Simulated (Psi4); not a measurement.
**TiH4O4 (SMILES O[Ti](O)(O)O) at TPSSh/def2-SVP**

Aim: the vertical ionisation energy of TiH4O4 at TPSSh/def2-SVP, from 2 runs. The job is set up through a Python script.

The results are computed with Psi4 1.11.

## 1. The molecule

TiH4O4: 9 atoms, total charge 0, spin state singlet. SMILES: `O[Ti](O)(O)O`. Geometry: relaxed at PBE0-D4/def2-TZVP. This is one conformer, not always the lowest.

Bond lengths: O1–Ti2 1.801 Å, Ti2–O3 1.801 Å, Ti2–O4 1.801 Å, Ti2–O5 1.801 Å, O1–H6 0.958 Å, O3–H7 0.958 Å, O4–H8 0.958 Å, O5–H9 0.958 Å. Angles: O1–Ti2–O3 108.5°, O1–Ti2–O4 109.9°, O1–Ti2–O5 110.0°, O3–Ti2–O4 110.0°, O3–Ti2–O5 109.9°, O4–Ti2–O5 108.5°, Ti2–O1–H6 129.5°, Ti2–O3–H7 129.5°, Ti2–O4–H8 129.5°, Ti2–O5–H9 129.6°.

## 2. Energy and forces at TPSSh/def2-SVP

Input file calc.py:

```python
import psi4

psi4.set_memory('2200 MB')
psi4.set_num_threads(1)
psi4.core.set_output_file('run.log', False)

m = psi4.geometry("""
0 1
O     -0.125250     1.268390    -1.272730
Ti     0.000070     0.000090    -0.000050
O      1.651710    -0.715310    -0.066120
O     -1.235630    -1.279200    -0.283830
O     -0.290490     0.726280     1.622320
H     -0.813470     1.413950    -1.922910
H      2.270980    -0.885970     0.644480
H     -1.123140    -2.176250    -0.600550
H     -0.334770     1.648010     1.879390
units angstrom
symmetry c1
""")

options = {'reference': 'rks', 'puream': True, 'e_convergence': 1e-09, 'd_convergence': 1e-08, 'scf_type': 'pk', 'dft_radial_points': 99, 'dft_spherical_points': 590}
psi4.set_options(options)

e_tot = psi4.gradient("tpssh/def2-SVP")
print('gradient / Eh bohr^-1')
print(e_tot.np.round(6))
```

Command:

```console
$ python calc.py
```

run.log (excerpt; [...] marks lines left out):

```text
[...]
  Running in c1 symmetry.
[...]
  Nuclear repulsion =  327.335093136810826
[...]
  Multiplicity = 1
[...]
  Nalpha       = 29
  Nbeta        = 29
[...]
    Number of basis functions: 107
[...]
   @RKS iter   1: -1151.76856435770082   -4.55019e-01   1.40581e-02 ADIIS/DIIS
[...]
   @RKS iter  14: -1152.65801701871396   -9.09495e-13   9.58846e-10 DIIS
[...]
    Orbital Energies [Eh]
    ---------------------
    Doubly Occupied:
       1A   -178.704675     2A    -19.822050     3A    -19.046853
       4A    -19.046820     5A    -19.046801     6A    -19.046795
       7A    -16.519695     8A    -16.519235     9A    -16.519234
      10A     -2.357809    11A     -1.480085    12A     -1.477820
      13A     -1.477815    14A     -0.923823    15A     -0.914017
      16A     -0.913433    17A     -0.913424    18A     -0.456391
      19A     -0.455337    20A     -0.455319    21A     -0.451308
      22A     -0.331179    23A     -0.323827    24A     -0.314970
      25A     -0.305949    26A     -0.305945    27A     -0.281550
      28A     -0.279220    29A     -0.279208
[...]
  @RKS Final Energy: -1152.65801701871396
   => Energetics <=
    Nuclear Repulsion Energy =            327.3350931368108263
    One-Electron Energy =               -2234.0332969075861911
    Two-Electron Energy =                 824.5070590925860188
    DFT Exchange-Correlation Energy =     -70.4668723405245458
    Empirical Dispersion Energy =           0.0000000000000000
    VV10 Nonlocal Energy =                  0.0000000000000000
    Total Energy =                      -1152.6580170187137355
[...]
 Multipole Moments:
 ------------------------------------------------------------------------------------
     Multipole            Electronic (a.u.)      Nuclear  (a.u.)        Total (a.u.)
 ------------------------------------------------------------------------------------
 L = 1.  Multiply by 2.5417464519 to convert [e a0] to [Debye]
 Dipole X            :          0.0001054           -0.0006373           -0.0005319
 Dipole Y            :          0.0005617           -0.0005809           -0.0000192
 Dipole Z            :          0.0000331            0.0005717            0.0006048
 Magnitude           :                                                    0.0008057
[...]
  -Total Gradient:
     Atom            X                  Y                   Z
    ------   -----------------  -----------------  -----------------
       1       -0.007230224830     0.002533265682    -0.007626971308
       2        0.000000626039     0.000003253384     0.000009974454
       3        0.007626381755    -0.002393162135     0.007278996708
       4        0.000182996338    -0.010152740141    -0.003551982571
       5       -0.000586450407     0.010015595173     0.003897760446
       6        0.007021829351    -0.001330043704     0.006390394424
       7       -0.006037712978     0.001689421123    -0.007255383096
       8       -0.001319092733     0.008873441691     0.003225385769
       9        0.000341699197    -0.009238613734    -0.002368000885
[...]
```

The script printed:

```text
gradient / Eh bohr^-1
[[-7.2300e-03  2.5330e-03 -7.6270e-03]
 [ 1.0000e-06  3.0000e-06  1.0000e-05]
 [ 7.6260e-03 -2.3930e-03  7.2790e-03]
 [ 1.8300e-04 -1.0153e-02 -3.5520e-03]
 [-5.8600e-04  1.0016e-02  3.8980e-03]
 [ 7.0220e-03 -1.3300e-03  6.3900e-03]
 [-6.0380e-03  1.6890e-03 -7.2550e-03]
 [-1.3190e-03  8.8730e-03  3.2250e-03]
 [ 3.4200e-04 -9.2390e-03 -2.3680e-03]]
```

It took 84 s on 1 thread of Intel Xeon Platinum 8375C at 2.90GHz (Ice Lake), shared host; peak memory 1 GiB.

## 3. The doublet cation: the energy at UTPSSh/def2-SVP

Input file calc.py:

```python
import psi4

psi4.set_memory(2200000000)
psi4.set_num_threads(1)
psi4.set_output_file('psi4.out', False)

geom = psi4.geometry("""
1 2
O     -0.23668820     2.39690972    -2.40511113
Ti     0.00013228     0.00017008    -0.00009449
O      3.12127954    -1.35173999    -0.12494869
O     -2.33500229    -2.41733766    -0.53636097
O     -0.54894654     1.37247029     3.06574049
H     -1.53723551     2.67197825    -3.63377326
H      4.29153023    -1.67424065     1.21789069
H     -2.12242700    -4.11251648    -1.13487502
H     -0.63262361     3.11428755     3.55153238
units bohr
symmetry c1
""")

options = {'basis': 'def2-SVP', 'reference': 'uks', 'puream': True, 'e_convergence': 1e-09, 'd_convergence': 1e-08, 'scf_type': 'pk', 'dft_radial_points': 99, 'dft_spherical_points': 590, 'maxiter': 100}
psi4.set_options(options)

e, wfn = psi4.energy('tpssh', molecule=geom, return_wfn=True)
psi4.oeprop(wfn, 'QUADRUPOLE', 'DIPOLE', 'MULLIKEN_CHARGES')
print(f'tpssh energy: {e:.10f} Eh')
for k, v in sorted(psi4.core.scalar_variables().items()):
    print(f'{k:45s} {v:18.10f}')
```

Command:

```console
$ python calc.py
```

psi4.out (excerpt; [...] marks lines left out):

```text
[...]
  Running in c1 symmetry.
[...]
  Nuclear repulsion =  327.335093244906147
[...]
  Multiplicity = 2
[...]
  Nalpha       = 29
  Nbeta        = 28
[...]
    Number of basis functions: 107
[...]
   @UKS iter   1: -1151.57573041090586   -2.59790e-01   1.20365e-02 DIIS/ADIIS
[...]
   @UKS iter  32: -1152.27787413344868   -4.77485e-12   2.03925e-09 DIIS
[...]
   @S^2 Observed:                7.699911879E-01
[...]
  @UKS Final Energy: -1152.27787413344868
   => Energetics <=
    Nuclear Repulsion Energy =            327.3350932449061474
    One-Electron Energy =               -2219.5446422930785957
    Two-Electron Energy =                 810.0347818014229233
    DFT Exchange-Correlation Energy =     -70.1031068866991660
    Empirical Dispersion Energy =           0.0000000000000000
    VV10 Nonlocal Energy =                  0.0000000000000000
    Total Energy =                      -1152.2778741334486767
[...]
 Multipole Moments:
 ------------------------------------------------------------------------------------
     Multipole            Electronic (a.u.)      Nuclear  (a.u.)        Total (a.u.)
 ------------------------------------------------------------------------------------
 L = 1.  Multiply by 2.5417464519 to convert [e a0] to [Debye]
 Dipole X            :          0.0182155           -0.0006373            0.0175783
 Dipole Y            :          0.0064933           -0.0005809            0.0059123
 Dipole Z            :         -0.0163809            0.0005717           -0.0158091
 Magnitude           :                                                    0.0243697
 L = 2.  Multiply by 1.3450342976 to convert [e a0^2] to [Debye ang]
 Quadrupole XX       :       -172.1608946          150.1011154          -22.0597792
 Quadrupole XY       :          1.7563034           -3.6973900           -1.9410866
[...]
```

Standard output:

```text
tpssh energy: -1152.2778741334 Eh
CURRENT ENERGY                                  -1152.2778741334
CURRENT REFERENCE ENERGY                        -1152.2778741334
DD SOLVATION ENERGY                                 0.0000000000
DFT FUNCTIONAL TOTAL ENERGY                     -1152.2778741334
DFT TOTAL ENERGY                                -1152.2778741334
DFT VV10 ENERGY                                     0.0000000000
DFT XC ENERGY                                     -70.1031068867
GRID ELECTRONS ALPHA                               29.0000016924
GRID ELECTRONS BETA                                28.0000014885
GRID ELECTRONS TOTAL                               57.0000031810
NUCLEAR REPULSION ENERGY                          327.3350932449
ONE-ELECTRON ENERGY                             -2219.5446422931
PCM POLARIZATION ENERGY                             0.0000000000
PE ENERGY                                           0.0000000000
SCF ITERATION ENERGY                            -1152.2778741334
SCF ITERATIONS                                     32.0000000000
SCF TOTAL ENERGY                                -1152.2778741334
TWO-ELECTRON ENERGY                               810.0347818014
XC GRID RADIAL POINTS                              99.0000000000
XC GRID SPHERICAL POINTS                          590.0000000000
XC GRID TOTAL POINTS                           503963.0000000000
```

Run time: 4.4 min. Hardware: 1 thread of Intel Xeon Platinum 8375C at 2.90GHz (Ice Lake), shared host; peak memory 1 GiB.

## 4. What came out

At TPSSh/def2-SVP:

| quantity | value |
| --- | --- |
| singlet TiH4O4: total energy | -1152.65802 Eh |
| singlet TiH4O4: dipole moment | 0.00 D |
| singlet TiH4O4: HOMO energy | -7.60 eV |
| singlet TiH4O4: LUMO energy | -1.35 eV |
| singlet TiH4O4: HOMO–LUMO gap | 6.25 eV |
| singlet TiH4O4: largest force on an atom | 0.556 eV/Å |
| doublet cation: total energy | -1152.27787 Eh |
| doublet cation: HOMO energy (highest over α and β) | -13.62 eV |
| doublet cation: LUMO energy (lowest over α and β) | -13.09 eV |
| doublet cation: ⟨S²⟩ | 0.770 |
| vertical ionisation energy (to the doublet cation) | 10.344 eV |

What this shows: The vertical ionisation energy comes to 10.34 eV (239 kcal/mol). The largest force (singlet TiH4O4) is 0.56 eV/Å: the shape isn't a stationary point for this species at this level. The negative HOMO energy of the first species, 7.60 eV, lies 2.75 eV below that difference. Mulliken charges (doublet cation) run from -0.32 on O1 to +1.22 on Ti2.
